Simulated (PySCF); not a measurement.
# SiBr2: triplet, from a bent start

Where does triplet SiBr2 go from a bent start, is the end point a minimum, and what are its modes, charges and moments?

The runs use PySCF 2.14.0; PBE0, basis Si def2-TZVP, Br def2-TZVP, no relativity, density fitting.

### 1 The system as given

3 atoms, charge 0, spin multiplicity 3.

Bond lengths: Si1–Br2 2.300 Å, Si1–Br3 2.300 Å. Angles: Br2–Si1–Br3 110.0°.

```xyz
3
charge 0 multiplicity 3
Si    0.0000    0.0000    0.0000
Br    1.8840    0.0000    1.3192
Br   -1.8840    0.0000    1.3192
```

### 2 Finding the electronic state

One driver script runs all steps and calls PySCF; scf.py shows how it sets up the SCF of each step. The optimiser is the driver's own. After this first run the driver tries any further starts and a stability analysis.

Input file scf.py:

```python
from pyscf import gto, scf, dft
mol = gto.M(atom='''
Si     0.000000     0.000000     0.000000
Br     1.884000     0.000000     1.319200
Br    -1.884000     0.000000     1.319200''',
    basis={'Si': 'def2-TZVP', 'Br': 'def2-TZVP'},
    charge=0, spin=2)
mf = dft.UKS(mol, xc='PBE0')
mf.grids.atom_grid = (50, 194)
aux = {'Si': 'def2-universal-JKFIT', 'Br': 'def2-universal-JKFIT'}
mf = mf.density_fit(auxbasis=aux)
mf.conv_tol = 1e-08
mf.diis_space = 10
mf.max_cycle = 60
mf.init_guess = 'minao'
mf.verbose = 4
mf.kernel()
```

Command:

```bash
> OMP_NUM_THREADS=4 python axn.py task.json out
```

Log:

```text
init E= -5435.12088918759
[... the frontier-level lines of each cycle are left out ...]
cycle= 1 E= -5437.05218589561  delta_E= -1.93  |g|= 0.305  |ddm|= 1.45
cycle= 2 E= -5437.04261489715  delta_E= 0.00957  |g|= 0.267  |ddm|= 0.593
cycle= 3 E= -5437.07830444147  delta_E= -0.0357  |g|= 0.113  |ddm|= 0.377
cycle= 4 E= -5437.08496971839  delta_E= -0.00667  |g|= 0.00832  |ddm|= 0.104
cycle= 5 E= -5437.08513048256  delta_E= -0.000161  |g|= 0.00311  |ddm|= 0.0317
cycle= 6 E= -5437.08514305342  delta_E= -1.26e-05  |g|= 0.00127  |ddm|= 0.00723
cycle= 7 E= -5437.08514616611  delta_E= -3.11e-06  |g|= 0.000378  |ddm|= 0.00379
cycle= 8 E= -5437.0851466061  delta_E= -4.4e-07  |g|= 0.000133  |ddm|= 0.00178
cycle= 9 E= -5437.08514663123  delta_E= -2.51e-08  |g|= 5.19e-05  |ddm|= 0.000395
cycle= 10 E= -5437.08514663364  delta_E= -2.41e-09  |g|= 1.04e-05  |ddm|= 8.71e-05
Extra cycle  E= -5437.08514663372  delta_E= -7.91e-11  |g|= 9.53e-06  |ddm|= 2.37e-05
converged SCF energy = -5437.08514663372  <S^2> = 2.0056387  2S+1 = 3.0037568
```

This step, with its further starts and checks, needed 16 s of wall time on 4 threads of Arm Neoverse V2, shared host.

The starts that the driver tried:

| start | energy (Eh) |
| --- | --- |
| the minimal-basis guess | -5437.085147 |
| a thermally smeared density | -5437.085147 |
| a smeared PBE density | -5437.085147 |

The test of internal stability and the other starts found no lower solution of this spin.

### 3 Relaxing the triplet from the bent start

The program finds C2v symmetry in the start, which this walk keeps.

Edit scf.py of step 2 so:

```diff
@@ -3,3 +3,3 @@
-Si     0.000000     0.000000     0.000000
-Br     1.884000     0.000000     1.319200
-Br    -1.884000     0.000000     1.319200''',
+Si     0.000000     0.000000    -1.120575
+Br     1.884000     0.000000     0.198625
+Br    -1.884000     0.000000     0.198625''',
@@ -15 +14,0 @@
-mf.init_guess = 'minao'
```

Steps of the walk:

| step | energy (Eh) | change (kJ/mol) | largest symmetric gradient (Eh/bohr) |
| --- | --- | --- | --- |
| 0 | -5437.085147 | 0.00 | 0.02922 |
| 1 | -5437.089649 | -11.82 | 0.00991 |
| 2 | -5437.090213 | -13.30 | 0.00164 |
| 3 | -5437.090242 | -13.38 | 0.00064 |
| 4 | -5437.090251 | -13.40 | 0.00003 |

The walk took 14 s.

Positions (Å) and forces (eV/Å) along the way:

```
step 0
Si   0.000   0.000  -1.121   0.000   0.000   1.503
Br   1.884   0.000   0.199  -0.707   0.000  -0.751
Br  -1.884   0.000   0.199   0.707   0.000  -0.751
step 1
Si   0.000   0.000  -1.036   0.000   0.000   0.509
Br   1.891   0.000   0.156  -0.217   0.000  -0.255
Br  -1.891   0.000   0.156   0.217   0.000  -0.255
step 2
Si   0.000   0.000  -0.990   0.000   0.000  -0.035
Br   1.899   0.000   0.133   0.084   0.000   0.017
Br  -1.899   0.000   0.133  -0.084   0.000   0.017
step 3
Si   0.000   0.000  -0.985   0.000   0.000  -0.003
Br   1.907   0.000   0.131   0.033   0.000   0.002
Br  -1.907   0.000   0.131  -0.033   0.000   0.002
step 4
Si   0.000   0.000  -0.979   0.000   0.000   0.002
Br   1.915   0.000   0.128  -0.001   0.000  -0.001
Br  -1.915   0.000   0.128   0.001   0.000  -0.001
```

It settles in C2v symmetry, 13.4 kJ/mol below the start, after 4 steps: Si–Br 2.212 Å (×2); Br–Si–Br 119.9°.

### 4 Frequencies

The point is checked on the finer grid, and tightened if its gradient asks for it. The Hessian and the dipole derivatives come from central differences of analytic gradients, with steps of 0.02 bohr.

Edit scf.py of step 3 so:

```diff
@@ -3,3 +3,3 @@
-Si     0.000000     0.000000    -1.120575
-Br     1.884000     0.000000     0.198625
-Br    -1.884000     0.000000     0.198625''',
+Si     0.000000     0.000000    -0.940381
+Br     1.914638     0.000000     0.166685
+Br    -1.914638     0.000000     0.166685''',
@@ -9 +9 @@
-mf.grids.atom_grid = (50, 194)
+mf.grids.atom_grid = (75, 302)
@@ -12 +12 @@
-mf.conv_tol = 1e-08
+mf.conv_tol = 1e-10
```

This SCF starts from the last density.

SCF at the final geometry:

```text
init E= -5437.09013187309
[... the frontier-level lines of each cycle are left out ...]
cycle= 1 E= -5437.09013187308  delta_E= 1.09e-11  |g|= 4.93e-06  |ddm|= 7.98e-06
Extra cycle  E= -5437.09013187306  delta_E= 1.82e-11  |g|= 7.52e-06  |ddm|= 1.2e-05
converged SCF energy = -5437.09013187306  <S^2> = 2.0047941  2S+1 = 3.0031943
```

The whole step took 36 s.

Geometry: C2v; Si–Br 2.212 Å (×2); Br–Si–Br 119.9°.

Harmonic modes (main isotopes):

| symmetry | ω (cm⁻¹) | IR (km/mol) | μ (u) |
| --- | --- | --- | --- |
| a1 | 104 | 0.2 | 57.98 |
| a1 | 362 | 10.1 | 36.11 |
| b2 | 492 | 98.8 | 31.92 |

All wavenumbers are real: a minimum.

Constants and moments:

```
Dipole moment                                                   : 0.51 D
Highest occupied level                                          : -5.34 eV
Lowest empty level                                              : -4.47 eV
Rotational constants                                            : 0.5788, 0.02914, 0.02774 cm⁻¹
Zero-point energy                                               : 5.7 kJ/mol
Principal polarisabilities                                      : 46.9, 58.3, 96.6 bohr³
Atomisation energy without zero-point energy                    : 569 kJ/mol
Principal traceless quadrupole moments about the centre of mass : -2.90, 0.48, 2.41 D Å
Entropy at 298.15 K and 1 bar (electronic part: spin only)      : 314.7 J/(mol K)
Heat capacity Cp at 298.15 K                                    : 53.2 J/(mol K)
Enthalpy at 298.15 K above 0 K                                  : 13.34 kJ/mol
Rotational symmetry number                                      : 2
Spin squared ⟨S²⟩                                               : 2.005
```

Charges (e) and bond orders:

```tsv
atom	Mulliken	Löwdin	polar tensor	spin (Mulliken)	Mayer order to Si1
Si1	0.26	-0.38	0.70	1.58	–
Br2,3	-0.13	0.19	-0.35	0.21	1.23
```

Mulliken populations on Si1: s 5.36, p 8.07, d 0.27, f 0.04.

### 5 What came out

```
                                          quantity                                value
                                           minimum                         triplet, C2v
                                          geometry  Si–Br 2.212 Å (×2); Br–Si–Br 119.9°
                                wavenumbers (cm⁻¹)         104 (a1), 362 (a1), 492 (b2)
                                     dipole moment                               0.51 D
highest occupied, lowest empty level (either spin)                      -5.34, -4.47 eV
                        polar-tensor charge of Si1                              +0.70 e
                                 zero-point energy                           5.7 kJ/mol
                               entropy at 298.15 K                      314.7 J/(mol K)
         atomisation energy (no zero-point energy)                           569 kJ/mol
                                              ⟨S²⟩                                2.005
```

The bent start keeps its C2v symmetry and ends in a minimum. In the infrared the band at 492 cm⁻¹ (b2) leads. Most of the spin sits on Si1 (Mulliken spin 1.58, against 2 for the whole molecule). Other starts or spin states, not run here, may lie lower.

The search up to here took 67 s.
